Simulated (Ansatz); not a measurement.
# C₂H₃AlO (SMILES OC#[C][AlH2]): one structure at several levels

A test off equilibrium: a structure displaced at random from a GFN2-xTB minimum is computed at several levels, and each is set against CCSD(T).

Method: single points in def2-TZVPP; program: Ansatz 0.2.0, Gaussian basis.

Correlated methods freeze the cores.

## Step 1: Where the work starts

7 atoms, charge 0, spin multiplicity 1.

Atoms are counted from 1 here; the program's logs count them from 0.

Bond lengths: O1–C2 1.356 Å, O1–H5 0.964 Å, C2–C3 1.154 Å, C3–Al4 1.965 Å, Al4–H6 1.527 Å, Al4–H7 1.572 Å. Angles: C2–O1–H5 109.1°, O1–C2–C3 175.5°, C2–C3–Al4 174.4°, C3–Al4–H6 123.7°, C3–Al4–H7 120.9°, H6–Al4–H7 115.4°.

Geometry (Å):

```xyz
7

O     1.7311   -1.5957    1.2617
C     0.8463   -0.7947    0.6176
C     0.0433   -0.1148    0.1445
Al   -1.3466    0.9080   -0.7947
H     2.5871   -1.1537    1.2999
H    -2.4615    1.6734   -0.0855
H    -1.3371    1.0305   -2.3619
```

## Step 2: CCSD(T)/def2-TZVPP

run/in.yaml

```yaml
crystal:
  periodic: [false, false, false]
  atoms:
    - {symbol: O, position_ang: [1.731100, -1.595700, 1.261700]}
    - {symbol: C, position_ang: [0.846300, -0.794700, 0.617600]}
    - {symbol: C, position_ang: [0.043300, -0.114800, 0.144500]}
    - {symbol: Al, position_ang: [-1.346600, 0.908000, -0.794700]}
    - {symbol: H, position_ang: [2.587100, -1.153700, 1.299900]}
    - {symbol: H, position_ang: [-2.461500, 1.673400, -0.085500]}
    - {symbol: H, position_ang: [-1.337100, 1.030500, -2.361900]}
basis:
  gaussian: {orbitals: def2-TZVPP}
correlation: {method: ccsd_t}
output: {forces: true}
```

The command line of these runs was not kept.

## Step 3: PBE0-D4/def2-TZVPP

run/in.yaml, as its differences from that of step 2:

```diff
@@ -12,3 +12,3 @@
   gaussian: {orbitals: def2-TZVPP}
-correlation: {method: ccsd_t}
-output: {forces: true}
+hamiltonian: {xc: pbe0, dispersion: d4}
+output: {forces: true, orbitals: {seedname: orbitals}}
```

## Step 4: wB97M-V/def2-TZVPP

run/in.yaml, as its differences from that of step 3:

```diff
@@ -12,3 +12,3 @@
   gaussian: {orbitals: def2-TZVPP}
-hamiltonian: {xc: pbe0, dispersion: d4}
-output: {forces: true, orbitals: {seedname: orbitals}}
+hamiltonian: {xc: {name: wB97M-V}}
+output: {forces: true}
```

## Step 5: r2SCAN-D4/def2-TZVPP

run/in.yaml, as its differences from that of step 4:

```diff
@@ -12,3 +12,3 @@
   gaussian: {orbitals: def2-TZVPP}
-hamiltonian: {xc: {name: wB97M-V}}
+hamiltonian: {xc: r2scan, dispersion: d4}
 output: {forces: true}
```

## Step 6: PBE-D4/def2-TZVPP

run/in.yaml, as its differences from that of step 5:

```diff
@@ -12,3 +12,3 @@
   gaussian: {orbitals: def2-TZVPP}
-hamiltonian: {xc: r2scan, dispersion: d4}
+hamiltonian: {xc: pbe, dispersion: d4}
 output: {forces: true}
```

## Step 7: LC-wPBE/def2-TZVPP

run/in.yaml, as its differences from that of step 6:

```diff
@@ -12,3 +12,3 @@
   gaussian: {orbitals: def2-TZVPP}
-hamiltonian: {xc: pbe, dispersion: d4}
+hamiltonian: {xc: {name: LC-wPBE}}
 output: {forces: true}
```

## Step 8: wB97X-V/def2-TZVPP

run/in.yaml, as its differences from that of step 7:

```diff
@@ -12,3 +12,3 @@
   gaussian: {orbitals: def2-TZVPP}
-hamiltonian: {xc: {name: LC-wPBE}}
+hamiltonian: {xc: {name: wB97X-V}}
 output: {forces: true}
```

(Steps that only read results are left out.)

**Question.** What will these runs give? Wanted: energy less free atoms, CCSD(T)/def2-TZVPP; RMS force component; RMS force error; HOMO and LUMO, PBE0-D4; T1 diagnostic.

As calculated:

```
                                  quantity                                                                                           value
energy less free atoms, CCSD(T)/def2-TZVPP                                                                                  -2467.9 kJ/mol
                       RMS force component                                                            2.495 to 3.014 eV/Å over the methods
                           RMS force error  PBE0-D4 0.287, wB97M-V 0.384, r2SCAN-D4 0.187, PBE-D4 0.197, LC-wPBE 0.512, wB97X-V 0.344 eV/Å
                    HOMO and LUMO, PBE0-D4                                                                              -7.46 and -1.64 eV
                             T1 diagnostic                                                                                           0.012
```

What this shows: Against CCSD(T) the functionals' energies less atoms differ by -148.2 to -76.2 kJ/mol, PBE-D4 by -148.2 kJ/mol. CCSD(T) in triple zeta still lacks some correlation energy of the bonds, so part of these gaps is its own basis error and they don't rank the functionals. On forces the order runs from r2SCAN-D4 to LC-wPBE. Frozen-core CCSD(T) forces in triple zeta carry basis errors of their own, and this is one geometry, so small gaps rank nothing.
